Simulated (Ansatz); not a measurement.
# C₂H₉BN₂: up Jacob's ladder to CCSD(T)

One table from this session's results is given with a row withheld; the runs are named, their logs left out.

The runs use Ansatz 0.2.0, Gaussian basis; functionals in def2-TZVPP, the program's frozen cores in correlated methods.

Plan: PBE-D4, r2SCAN-D4, PBE0-D4, B3LYP-D4, ωB97X-V, ωB97M-V, B2PLYP; CCSD(T)/def2-TZVPP; MP2/def2-QZVPP; extrapolation to the limit.

## The geometry

An earlier PBE0-D4 in a triple-zeta def2 set relaxation fixed the geometry.

SMILES `CNBCN`, 14 atoms, charge 0, spin multiplicity 1.

Atoms are counted from 1 here; the program's logs count them from 0.

Bond lengths: C1–N2 1.443 Å, C1–H6 1.090 Å, C1–H7 1.095 Å, C1–H8 1.095 Å, N2–B3 1.388 Å, N2–H9 1.009 Å, B3–C4 1.577 Å, B3–H10 1.201 Å, C4–N5 1.460 Å, C4–H11 1.100 Å, C4–H12 1.105 Å, N5–H13 1.011 Å, N5–H14 1.012 Å. Angles: N2–C1–H6 108.9°, N2–C1–H7 111.6°, N2–C1–H8 111.8°, H6–C1–H7 108.3°, H6–C1–H8 108.1°, H7–C1–H8 108.0°, C1–N2–B3 126.9°, C1–N2–H9 113.9°, B3–N2–H9 119.1°, N2–B3–C4 120.8°, N2–B3–H10 118.0°, C4–B3–H10 121.2°, B3–C4–N5 113.0°, B3–C4–H11 105.6°, B3–C4–H12 110.7°, N5–C4–H11 107.6°, N5–C4–H12 113.9°, H11–C4–H12 105.3° and more.

Set-up of the first run:

The input, in.yaml:

```yaml
crystal:
  periodic: [false, false, false]
  atoms:
    - {symbol: C, position_ang: [-2.214719, -0.594541, -0.863456]}
    - {symbol: N, position_ang: [-0.784571, -0.503579, -0.690857]}
    - {symbol: B, position_ang: [-0.108569, 0.058828, 0.383468]}
    - {symbol: C, position_ang: [1.465792, 0.004448, 0.466400]}
    - {symbol: N, position_ang: [2.038608, 1.136563, 1.188084]}
    - {symbol: H, position_ang: [-2.704474, -0.109618, -0.019285]}
    - {symbol: H, position_ang: [-2.542428, -0.097410, -1.782024]}
    - {symbol: H, position_ang: [-2.553528, -1.634860, -0.902626]}
    - {symbol: H, position_ang: [-0.254171, -0.919602, -1.442197]}
    - {symbol: H, position_ang: [-0.760200, 0.565916, 1.255545]}
    - {symbol: H, position_ang: [1.701121, -0.907138, 1.036111]}
    - {symbol: H, position_ang: [1.905071, -0.156604, -0.534606]}
    - {symbol: H, position_ang: [1.749429, 2.012196, 0.772614]}
    - {symbol: H, position_ang: [3.049837, 1.116098, 1.161631]}
basis:
  gaussian: {orbitals: def2-TZVPP}
hamiltonian: {xc: pbe, dispersion: d4}
output: {forces: true, orbitals: {seedname: orbitals}}
```

Started as:

```bash
$ ansatz run in.yaml --threads 4 --pin off --events-out ev --progress --plain --max-ram 10444MiB
```

Among the steps run: PBE-D4 (GGA); r2SCAN-D4 (meta-GGA); PBE0-D4 (hybrid); B3LYP-D4 (hybrid); ωB97X-V (range-separated); ωB97M-V (range-separated); B2PLYP (double hybrid); CCSD(T) in def2-TZVPP; MP2 in def2-QZVPP.

One of the session's tables, all rows but one given; the rest of the session is left out.

It belongs to the step «Atomisation energies». 

```
            method  atomisation energy (kcal/mol)
            PBE-D4                         1284.2
         r2SCAN-D4                         1254.8
           PBE0-D4                         1262.8
          B3LYP-D4                         1264.0
           ωB97X-V                         1260.3
           ωB97M-V                         1262.7
            B2PLYP                         1247.1
     HF/def2-TZVPP                              ?
    MP2/def2-TZVPP                         1233.2
   CCSD/def2-TZVPP                         1204.5
CCSD(T)/def2-TZVPP                         1220.8
           MP2/CBS                         1265.4
       CCSD(T)/CBS                         1253.0
```

Q: Estimate the row for HF/def2-TZVPP from the others.

The run gave: atomisation energy (kcal/mol): 910.1. In the column «atomisation energy (kcal/mol)» it is the lowest.

Limits of these values: Free atoms (2 C, 2 N, 1 B, 9 H) were run apart at each level; the atomisation energy is their sum less the molecule, without zero-point or spin-orbit terms.
